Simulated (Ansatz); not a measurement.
# Al2O3: the cost of one run

Method: DFT r2SCAN, scalar-relativistic, plane waves, PAW, in Ansatz 0.2.0.

## 1. The system as given

Symmetry: R-3c, No. 167, trigonal system. Conventional cell: a = 4.759 Å, b = 4.759 Å, c = 12.995 Å, α = 90.00°, β = 90.00°, γ = 120.00°. Around Al (site symmetry 3) lie 6 O at 1.86 to 1.97 Å. Around O (site symmetry 2) lie 4 Al at 1.86 to 1.97 Å.

Coordinates:

```
Al O
1.0
     2.37957    1.37385    4.33164
    -2.37957    1.37385    4.33164
     0.00000   -2.74769    4.33164
Al O
4 6
Direct
  0.85192 0.85192 0.85192
  0.64808 0.64808 0.64808
  0.14808 0.14808 0.14808
  0.35192 0.35192 0.35192
  0.05639 0.44361 0.75000
  0.75000 0.05639 0.44361
  0.44361 0.75000 0.05639
  0.94361 0.55639 0.25000
  0.25000 0.94361 0.55639
  0.55639 0.25000 0.94361
```

It is the result of an earlier relaxation at this level (volume 8.50 Å³/atom; gap on the mesh: 7.14 eV).

## 2. Zero of energy

The reference gives a free energy of -5590.6265 eV, pressure -0.02 GPa, largest force 0.003 eV/Å and gap on the mesh 7.14 eV. It was computed beforehand with the settings of the runs below.

## 3. Next: a two-dimensional strain map

The cell is strained by p along both x and y and by q along z, with fractional coordinates fixed.

## 4. At p = -0.050, q = -0.050

Contents of input.yaml:

```yaml
crystal:
  lattice:
    - [2.260592879, 1.3051539072, 4.1150540224]
    - [-2.260592879, 1.3051539072, 4.1150540224]
    - [0.0, -2.6103078145, 4.1150540223]
  atoms:
    - { symbol: Al, position: [0.8519165699, 0.8519165699, 0.8519165699] }
    - { symbol: Al, position: [0.6480834301, 0.6480834301, 0.6480834301] }
    - { symbol: Al, position: [0.1480834301, 0.1480834301, 0.1480834301] }
    - { symbol: Al, position: [0.3519165699, 0.3519165699, 0.3519165699] }
    - { symbol: O, position: [0.0563854984, 0.4436145016, 0.75] }
    - { symbol: O, position: [0.75, 0.0563854984, 0.4436145016] }
    - { symbol: O, position: [0.4436145016, 0.75, 0.0563854984] }
    - { symbol: O, position: [0.9436145016, 0.5563854984, 0.25] }
    - { symbol: O, position: [0.25, 0.9436145016, 0.5563854984] }
    - { symbol: O, position: [0.5563854984, 0.25, 0.9436145016] }
basis:
  ecutwfc: 500
kpoints:
  mp_grid: { grid: [6, 6, 6] }
hamiltonian:
  xc: r2scan
scf:
  occupations: { method: gaussian, width: 0.05 }
output:
  forces: true
  stress: true
  eigenvalues: true
```

Launch:

```console
$ ansatz run input.yaml --threads 2 --pin off --max-ram 5120MiB --backend cpu --events-out ev --progress --plain --runs-dir out
```

What time and memory should one allow on 2 threads of AMD EPYC 9R45 (Zen 5), shared host?

About 2.4 s, with a peak of 0.62 GiB.
